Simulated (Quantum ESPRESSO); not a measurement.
# Sb (I4/mcm) in Quantum ESPRESSO: equation of state

Aim: energy against volume of Sb in PBEsol, for its equilibrium volume and stiffness.

Everything below comes from runs of Quantum ESPRESSO 7.5. Logs are shortened: lines on timing, memory, paths and dates and some standing lists are left out, and cuts for length are marked.

### Step 1. The crystal as given

The structure is tetragonal, space group I4/mcm (No. 140). The conventional cell has a = 8.060 Å, b = 8.060 Å, c = 4.051 Å, α = 90.00°, β = 90.00°, γ = 90.00°. Sb (site symmetry m2m) is surrounded by 7 Sb at 3.03 to 3.45 Å.

This isn't the form of Sb at room conditions, which is rhombohedral.

### Step 2. Single point, PBEsol, 30.92 Å³/atom

pw.in

```
&CONTROL
  calculation = 'scf'
  prefix = 'pwscf'
  outdir = './tmp'
  pseudo_dir = './pseudo'
  tprnfor = .true.
  tstress = .true.
  disk_io = 'nowf'
/
&SYSTEM
  ibrav = 0
  nat = 4
  ntyp = 1
  ecutwfc = 45
  ecutrho = 360
  nbnd = 40
  occupations = 'smearing'
  smearing = 'fd'
  degauss = 0.00367493
/
&ELECTRONS
  conv_thr = 8d-10
  electron_maxstep = 120
  mixing_beta = 0.5
/
ATOMIC_SPECIES
Sb   121.7600 sb_pbesol_v1.4.uspp.F.UPF
CELL_PARAMETERS angstrom
  -3.9477424451    3.9477424451    1.9841386384
   3.9477424451   -3.9477424451    1.9841386384
   3.9477424451    3.9477424451   -1.9841386384
ATOMIC_POSITIONS crystal
Sb     0.6512630600    0.1512630600    0.8025261200
Sb     0.1512630600    0.3487369400    0.5000000000
Sb     0.3487369400    0.8487369400    0.1974738800
Sb     0.8487369400    0.6512630600    0.5000000000
K_POINTS automatic
7 7 7 0 0 0
```

Potentials or basis: GBRV 1.5 PBEsol.

Started as:

```bash
$ OMP_NUM_THREADS=1 mpirun -n 2 pw.x -nk 2 -in pw.in > pw.out
```

pw.out:

```text
This program is part of the open-source Quantum ESPRESSO suite
     for quantum simulation of materials; please cite
[... 6 lines left out ...]
     using ibrav=0 with symmetry is DISCOURAGED, use correct ibrav instead

     K-points division:     npool     =       2
     Subspace diagonalization in iterative solution of the eigenvalue problem:
     a serial algorithm will be used

     G-vector sticks info
     --------------------
     sticks:   dense  smooth     PW     G-vecs:    dense   smooth      PW
     Sum        2265    1117    349                96203    33917    5761

     Using Slab Decomposition

     bravais-lattice index     =            0
     lattice parameter (alat)  =      11.1967  a.u.
     unit-cell volume          =     834.6920 (a.u.)^3
     number of atoms/cell      =            4
     number of atomic types    =            1
     number of electrons       =        60.00
     number of Kohn-Sham states=           40
     kinetic-energy cutoff     =      45.0000  Ry
     charge density cutoff     =     360.0000  Ry
     scf convergence threshold =      8.0E-10
     mixing beta               =       0.5000
     number of iterations used =            8  plain     mixing
     Exchange-correlation= SLA  PW   PSX  PSC
                           (   1   4  10   8   0   0   0)

     celldm(1)=  11.196711  celldm(2)=   0.000000  celldm(3)=   0.000000
     celldm(4)=   0.000000  celldm(5)=   0.000000  celldm(6)=   0.000000

     crystal axes: (cart. coord. in units of alat)
               a(1) = (  -0.666281   0.666281   0.334873 )
               a(2) = (   0.666281  -0.666281   0.334873 )
               a(3) = (   0.666281   0.666281  -0.334873 )

     reciprocal axes: (cart. coord. in units 2 pi/alat)
               b(1) = ( -0.000000  0.750434  1.493102 )
               b(2) = (  0.750434 -0.000000  1.493102 )
               b(3) = (  0.750434  0.750434  0.000000 )

     PseudoPot. # 1 for Sb read from file:
     sb_pbesol_v1.4.uspp.F.UPF
     Pseudo is Ultrasoft + core correction, Zval = 15.0
     Generated by new atomic code, or converted to UPF format
     Using radial grid of  891 points,  6 beta functions with:
                l(1) =   0
                l(2) =   0
                l(3) =   1
                l(4) =   1
                l(5) =   2
                l(6) =   2
     Q(r) pseudized with  8 coefficients,  rinner =    1.350   1.350   1.350
                                                       1.350   1.350

     atomic species   valence    mass     pseudopotential
     Sb               15.00   121.76000     Sb( 1.00)

     16 Sym. Ops., with inversion, found ( 8 have fractional translation)

   Cartesian axes

     site n.     atom                  positions (alat units)
         1        Sb     tau(   1) = (   0.2015673   0.8678480   0.0000000  )
         2        Sb     tau(   2) = (   0.4647134   0.2015673   0.0000000  )
         3        Sb     tau(   3) = (   0.4647134  -0.2015673   0.3348732  )
         4        Sb     tau(   4) = (   0.2015673   0.4647134   0.3348732  )

     number of k points=    40  Fermi-Dirac smearing, width (Ry)=  0.0037
                       cart. coord. in units 2pi/alat
        k(    1) = (   0.0000000   0.0000000   0.0000000), wk =   0.0058309
        k(    2) = (   0.1072049   0.1072049   0.0000000), wk =   0.0233236
        k(    3) = (   0.2144098   0.2144098   0.0000000), wk =   0.0233236
        k(    4) = (   0.3216148   0.3216148   0.0000000), wk =   0.0233236
        k(    5) = (   0.1072049  -0.0000000   0.2133003), wk =   0.0466472
        k(    6) = (   0.2144098   0.1072049   0.2133003), wk =   0.0932945
[... 32 lines left out ...]
        k(   39) = (  -0.0000000  -0.0000000   1.2798020), wk =   0.0116618
        k(   40) = (  -0.0000000   0.6432295  -0.0000000), wk =   0.0233236

     Dense  grid:    96203 G-vectors     FFT dimensions: (  72,  72,  72)

     Smooth grid:    33917 G-vectors     FFT dimensions: (  48,  48,  48)

     Check: negative core charge=   -0.000003

     Initial potential from superposition of free atoms

     starting charge      56.0000, renormalised to      60.0000
     Starting wfcs are   36 randomized atomic wfcs +    4 random wfcs

     Self-consistent Calculation

     iteration #  1     ecut=    45.00 Ry     beta= 0.50
     Davidson diagonalization with overlap
     ethr =  1.00E-02,  avg # of iterations =  6.5

     total energy              =    -737.46046386 Ry
     estimated scf accuracy    <       4.13104414 Ry

     iteration #  2     ecut=    45.00 Ry     beta= 0.50
     Davidson diagonalization with overlap
     ethr =  6.89E-03,  avg # of iterations =  2.0

     total energy              =    -738.30883615 Ry
     estimated scf accuracy    <       0.07066679 Ry

     iteration #  3     ecut=    45.00 Ry     beta= 0.50
     Davidson diagonalization with overlap
     ethr =  1.18E-04,  avg # of iterations =  4.3
[... 36 lines left out ...]
     total energy              =    -738.32037813 Ry
     estimated scf accuracy    <       0.00000002 Ry

     iteration #  9     ecut=    45.00 Ry     beta= 0.50
     Davidson diagonalization with overlap
     ethr =  2.50E-11,  avg # of iterations =  2.1

     total energy              =    -738.32037814 Ry
     estimated scf accuracy    <          1.3E-09 Ry

     iteration # 10     ecut=    45.00 Ry     beta= 0.50
     Davidson diagonalization with overlap
     ethr =  2.11E-12,  avg # of iterations =  2.1

     End of self-consistent calculation

          k = 0.0000 0.0000 0.0000 (  4209 PWs)   bands (ev):

   -19.6461 -19.6461 -19.5986 -19.5914 -19.5914 -19.5895 -19.5558 -19.5336
   -19.5267 -19.5267 -19.5246 -19.5242 -19.4857 -19.4857 -19.4792 -19.4771
   -19.4771 -19.4645 -19.4642 -19.3840  -3.4362   0.2041   1.5029   1.5029
     4.4170   7.8643   8.4343   8.4588   8.4588   8.5608   8.5608   9.2161
    12.1731  12.1731  12.7178  13.2386  15.7225  16.4019  16.9956  16.9956

          k = 0.1072 0.1072 0.0000 (  4217 PWs)   bands (ev):

   -19.6497 -19.6469 -19.5992 -19.5961 -19.5898 -19.5799 -19.5600 -19.5407
   -19.5336 -19.5267 -19.5193 -19.5140 -19.4924 -19.4846 -19.4773 -19.4768
   -19.4725 -19.4662 -19.4594 -19.3872  -3.3597  -0.1762   1.5313   1.6562
     4.7936   7.2687   7.8537   8.2278   8.5530   9.0521   9.3321   9.3394
    12.0170  12.2331  13.2937  13.4375  15.2563  15.9660  16.5622  16.9972

          k = 0.2144 0.2144 0.0000 (  4240 PWs)   bands (ev):
[... 289 lines left out ...]
   -19.6937 -19.6055 -19.5990 -19.5772 -19.5660 -19.5608 -19.5587 -19.5587
   -19.5501 -19.5501 -19.5311 -19.5311 -19.4943 -19.4873 -19.4773 -19.4734
   -19.4734 -19.4418 -19.4194 -19.4194  -1.6880  -1.2033  -1.2033   3.2632
     5.1312   7.5881   8.0661   8.3459   8.3459   9.5937   9.5937  11.3974
    11.5845  11.7460  13.4042  13.4042  13.4529  15.3155  15.6997  16.5964

          k =-0.0000 0.6432-0.0000 (  4250 PWs)   bands (ev):

   -19.7051 -19.6126 -19.5856 -19.5844 -19.5708 -19.5698 -19.5597 -19.5542
   -19.5519 -19.5463 -19.5242 -19.5240 -19.5040 -19.4924 -19.4737 -19.4686
   -19.4681 -19.4358 -19.4226 -19.4177  -2.1413  -1.3442  -1.0845   4.4725
     4.9982   6.5348   7.8600   8.1240   9.9347  10.1552  11.1282  11.5163
    11.9197  11.9589  12.0105  12.5973  13.5731  14.4200  15.0150  16.1573

     the Fermi energy is     9.5747 ev

!    total energy              =    -738.32037814 Ry
     estimated scf accuracy    <          5.0E-11 Ry
     smearing contrib. (-TS)   =      -0.00174924 Ry
     internal energy E=F+TS    =    -738.31862890 Ry

     The total energy is F=E-TS. E is the sum of the following terms:
     one-electron contribution =    -382.27559656 Ry
     hartree contribution      =     223.43954965 Ry
     xc contribution           =    -174.41211819 Ry
     ewald contribution        =    -405.07046380 Ry

     convergence has been achieved in  10 iterations

     Forces acting on atoms (cartesian axes, Ry/au):

     atom    1 type  1   force =     0.00185669    0.00185669    0.00000000
     atom    2 type  1   force =    -0.00185669    0.00185669    0.00000000
     atom    3 type  1   force =    -0.00185669   -0.00185669   -0.00000000
     atom    4 type  1   force =     0.00185669   -0.00185669   -0.00000000

     Total force =     0.005252     Total SCF correction =     0.000043

     Computing stress (Cartesian axis) and pressure

          total   stress  (Ry/bohr**3)                   (kbar)     P=       26.66
   0.00014805  -0.00000000  -0.00000000           21.78       -0.00       -0.00
  -0.00000000   0.00014805  -0.00000000           -0.00       21.78       -0.00
  -0.00000000  -0.00000000   0.00024757           -0.00       -0.00       36.42

=------------------------------------------------------------------------------=
   JOB DONE.
=------------------------------------------------------------------------------=
```

Wall time 86 s (2 MPI ranks of Arm Neoverse V1, shared host); peak memory 0.58 GiB.

What came out:

* Free energy: -10045.3605 eV
* Pressure: 2.7 GPa
* Largest force: 0.068 eV/Å
* Band gap on the k mesh: none (metal or under the smearing width)

### Step 3. Single point, PBEsol, 31.58 Å³/atom

pw.in, as its differences from that of step 2:

```diff
@@ -28,5 +28,5 @@
 CELL_PARAMETERS angstrom
-  -3.9477424451    3.9477424451    1.9841386384
-   3.9477424451   -3.9477424451    1.9841386384
-   3.9477424451    3.9477424451   -1.9841386384
+  -3.9755443643    3.9755443643    1.9981119061
+   3.9755443643   -3.9755443643    1.9981119061
+   3.9755443643    3.9755443643   -1.9981119061
 ATOMIC_POSITIONS crystal
```

Potentials or basis: GBRV 1.5 PBEsol.

Started as:

```bash
$ OMP_NUM_THREADS=1 mpirun -n 2 pw.x -nk 2 -in pw.in > pw.out
```

It took 100 s on 2 MPI ranks of Arm Neoverse V1, shared host; peak memory 0.58 GiB.

It converged, with:

| Quantity | Value |
| --- | --- |
| Free energy | -10045.3970 eV |
| Pressure | 1.4 GPa |
| Largest force | 0.029 eV/Å |
| Band gap on the k mesh | none (metal or under the smearing width) |

### Step 4. Single point, PBEsol, 32.24 Å³/atom

pw.in, as its differences from that of step 3:

```diff
@@ -28,5 +28,5 @@
 CELL_PARAMETERS angstrom
-  -3.9755443643    3.9755443643    1.9981119061
-   3.9755443643   -3.9755443643    1.9981119061
-   3.9755443643    3.9755443643   -1.9981119061
+  -4.0029627780    4.0029627780    2.0118924237
+   4.0029627780   -4.0029627780    2.0118924237
+   4.0029627780    4.0029627780   -2.0118924237
 ATOMIC_POSITIONS crystal
```

Started as:

```bash
$ OMP_NUM_THREADS=1 mpirun -n 2 pw.x -nk 2 -in pw.in > pw.out
```

It took 1.7 min on 2 MPI ranks of Arm Neoverse V1, shared host; peak memory 0.6 GiB.

The run converged. Its results:

* Free energy: -10045.4130 eV
* Pressure: 0.2 GPa
* Largest force: 0.006 eV/Å
* Band gap on the k mesh: none (metal or under the smearing width)

### Step 5. Single point, PBEsol, 32.90 Å³/atom

pw.in, as its differences from that of step 4:

```diff
@@ -28,5 +28,5 @@
 CELL_PARAMETERS angstrom
-  -4.0029627780    4.0029627780    2.0118924237
-   4.0029627780   -4.0029627780    2.0118924237
-   4.0029627780    4.0029627780   -2.0118924237
+  -4.0300106443    4.0300106443    2.0254867038
+   4.0300106443   -4.0300106443    2.0254867038
+   4.0300106443    4.0300106443   -2.0254867038
 ATOMIC_POSITIONS crystal
```

Started as:

```bash
$ OMP_NUM_THREADS=1 mpirun -n 2 pw.x -nk 2 -in pw.in > pw.out
```

Run time: 1.7 min. Hardware: 2 MPI ranks of Arm Neoverse V1, shared host; peak memory 0.6 GiB.

Results (log left out):

```yaml
Free_energy: -10045.4108 eV
Pressure: -0.9 GPa
Largest_force: 0.039 eV/Å
Band_gap_on_the_k_mesh: none (metal or under the smearing width)
```

### Step 6. Single point, PBEsol, 33.55 Å³/atom

pw.in, as its differences from that of step 5:

```diff
@@ -28,5 +28,5 @@
 CELL_PARAMETERS angstrom
-  -4.0300106443    4.0300106443    2.0254867038
-   4.0300106443   -4.0300106443    2.0254867038
-   4.0300106443    4.0300106443   -2.0254867038
+  -4.0567002343    4.0567002343    2.0389009140
+   4.0567002343   -4.0567002343    2.0389009140
+   4.0567002343    4.0567002343   -2.0389009140
 ATOMIC_POSITIONS crystal
```

Potentials or basis: GBRV 1.5 PBEsol.

Started as:

```bash
$ OMP_NUM_THREADS=1 mpirun -n 2 pw.x -nk 2 -in pw.in > pw.out
```

Run time: 1.7 min. Hardware: 2 MPI ranks of Arm Neoverse V1, shared host; peak memory 0.62 GiB.

The run converged. Its results:

* Free energy: -10045.3922 eV
* Pressure: -1.8 GPa
* Largest force: 0.069 eV/Å
* Band gap on the k mesh: none (metal or under the smearing width)

### Step 7. Single point, PBEsol, 34.21 Å³/atom

pw.in, as its differences from that of step 6:

```diff
@@ -28,5 +28,5 @@
 CELL_PARAMETERS angstrom
-  -4.0567002343    4.0567002343    2.0389009140
-   4.0567002343   -4.0567002343    2.0389009140
-   4.0567002343    4.0567002343   -2.0389009140
+  -4.0830431818    4.0830431818    2.0521409013
+   4.0830431818   -4.0830431818    2.0521409013
+   4.0830431818    4.0830431818   -2.0521409013
 ATOMIC_POSITIONS crystal
```

Started as:

```bash
$ OMP_NUM_THREADS=1 mpirun -n 2 pw.x -nk 2 -in pw.in > pw.out
```

Run time: 1.7 min. Hardware: 2 MPI ranks of Arm Neoverse V1, shared host; peak memory 0.62 GiB.

Results (log left out):

```yaml
Free_energy: -10045.3592 eV
Pressure: -2.6 GPa
Largest_force: 0.098 eV/Å
Band_gap_on_the_k_mesh: none (metal or under the smearing width)
```

(Part 1 of 2 ends here.)
